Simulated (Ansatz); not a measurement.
# BH₃OS₂: ionisation energy by level of theory

An exercise on one series of results from a longer session: the logs are not shown, and one member is left open.

Computed with Ansatz 0.2.0, Gaussian basis. Level: unrestricted cation, the program's frozen cores in correlated methods.

Levels to be run: UKS PBE-D4/def2-TZVPP; UKS r2SCAN-D4/def2-TZVPP; UKS PBE0-D4/def2-TZVPP; UKS B3LYP-D4/def2-TZVPP; UKS wB97X-V/def2-TZVPP; UKS wB97M-V/def2-TZVPP; UKS B2PLYP/def2-TZVPP; UHF-CCSD(T)/def2-TZVPP; UHF-CCSD(T)/def2-QZVPP; extrapolation to the limit; then −ε(HOMO) from the neutral's earlier runs with LDA (SPW92), PBE-D4, revPBE-D4, BLYP-D4, r2SCAN-D4, B97M-V, PBE0-D4, B3LYP-D4, r2SCANh-D4, r2SCAN0-D4, HSE06-D4, BHLYP-D4, CAM-B3LYP-D4, LC-ωPBE, ωB97X-V, ωB97M-V.

## Structure used throughout

The geometry comes from an earlier relaxation with PBE0-D4 in a triple-zeta def2 set; it is a stationary point, not always the lowest conformer.

SMILES `OB(S)S`, 7 atoms, charge 0, spin multiplicity 1.

Atoms are counted from 1 here; the program's logs count them from 0.

Bond lengths: O1–B2 1.356 Å, O1–H5 0.959 Å, B2–S3 1.814 Å, B2–S4 1.821 Å, S3–H6 1.342 Å, S4–H7 1.344 Å. Angles: B2–O1–H5 115.1°, O1–B2–S3 115.7°, O1–B2–S4 125.4°, S3–B2–S4 118.9°, B2–S3–H6 96.4°, B2–S4–H7 97.8°.

Geometry (Å):

```mol
BH3OS2
  3D, bonds by distance, orders not assigned

  7  6  0  0  0  0  0  0  0  0999 V2000
   -1.2580    0.6826    0.4098 O   0  0
   -0.0682    0.0462    0.2793 B   0  0
    0.7974   -0.3269    1.8291 S   0  0
    0.6976   -0.4452   -1.2980 S   0  0
   -1.7084    0.8745   -0.4146 H   0  0
    1.8616   -0.9193    1.2665 H   0  0
   -0.2607    0.0201   -2.1177 H   0  0
  1  2  8  0
  2  3  8  0
  2  4  8  0
  1  5  8  0
  3  6  8  0
  4  7  8  0
M  END
```

Set-up of the first run:

in.yaml

```yaml
crystal:
  periodic: [false, false, false]
  atoms:
    - {symbol: O, position_ang: [-1.258049, 0.682560, 0.409772]}
    - {symbol: B, position_ang: [-0.068186, 0.046217, 0.279308]}
    - {symbol: S, position_ang: [0.797376, -0.326933, 1.829121]}
    - {symbol: S, position_ang: [0.697586, -0.445168, -1.298028]}
    - {symbol: H, position_ang: [-1.708446, 0.874518, -0.414641]}
    - {symbol: H, position_ang: [1.861596, -0.919329, 1.266451]}
    - {symbol: H, position_ang: [-0.260676, 0.020136, -2.117684]}
basis:
  gaussian: {orbitals: def2-TZVPP}
total_charge: 1
magnetization: {spin_polarized: true, initial_magnetization: 1}
hamiltonian: {xc: pbe, dispersion: d4}
```

On the command line:

```sh
$ ansatz run in.yaml --threads 2 --pin off --events-out ev --progress --plain --max-ram 32768MiB --backend cpu
```

Among the steps run: Cation, UKS PBE-D4/def2-TZVPP; Cation, UKS r2SCAN-D4/def2-TZVPP; Cation, UKS PBE0-D4/def2-TZVPP; Cation, UKS B3LYP-D4/def2-TZVPP; Cation, UKS wB97X-V/def2-TZVPP; Cation, UKS wB97M-V/def2-TZVPP; Cation, UKS B2PLYP (frozen core)/def2-TZVPP; Cation, UHF-CCSD(T)/def2-TZVPP; Cation, UHF-CCSD(T)/def2-QZVPP.

One of the session's tables, all rows but one given; the rest of the session is left out.

It belongs to the step «Ionisation energies side by side». Orbital estimates, from the neutral's runs:

```
  functional  −ε(HOMO) (eV)
 LDA (SPW92)           6.35
      PBE-D4           6.22
   revPBE-D4           6.18
     BLYP-D4           6.05
   r2SCAN-D4           6.51
      B97M-V           6.58
     PBE0-D4           7.43
    B3LYP-D4           7.18
  r2SCANh-D4           6.95
  r2SCAN0-D4           7.62
    HSE06-D4           7.03
    BHLYP-D4           8.48
CAM-B3LYP-D4           8.73
     LC-ωPBE          10.14
     ωB97X-V              ?
     ωB97M-V           9.57
```

Estimate the missing values for ωB97X-V.

The run gave: −ε(HOMO) (eV): 9.76. In the column «−ε(HOMO) (eV)» it lies between ωB97M-V (9.57) and LC-ωPBE (10.14).
